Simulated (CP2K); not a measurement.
The system is SiF.

```
Si F
1.0
     4.19356    0.00000    0.00000
     3.33899    2.53715    0.00000
     3.33899    1.12465    2.27426
Si F
1 1
Direct
  0.50000 0.50000 0.50000
  0.00000 0.00000 0.00000
```

The cell was built by a generator and needn't be a form met in nature.

Base run:

- Program: CP2K 2026.2
- Functional: PBE
- Potentials or basis: POTENTIAL_UZH Si GTH-PBE-q4, F GTH-PBE-q7; TZVP-MOLOPT-PBE-GTH basis
- Density cutoff: 14966 eV
- k mesh: 12 × 12 × 12
- Occupations: fermi-dirac, width 0.05 eV
- Spin: no spin polarisation

Its results: band gap on the k mesh none (metal or under the smearing width); pressure -0.1 GPa.

**Question.** The run is repeated on the same cell with these changes: functional from PBE to LDA. What comes out?

**Answer.** Band gap on the k mesh none (metal or under the smearing width); pressure -4.9 GPa.

LDA binds more tightly than PBE, so the same cell stands under less pressure.

Caveats: the basis of atomic orbitals isn't converged, which shifts pressures, moduli and gaps; an odd number of electrons without spin polarisation forces a metal; a magnetic or distorted state may lie lower; the potentials were made for another functional, which shifts forces and pressure (some runs).
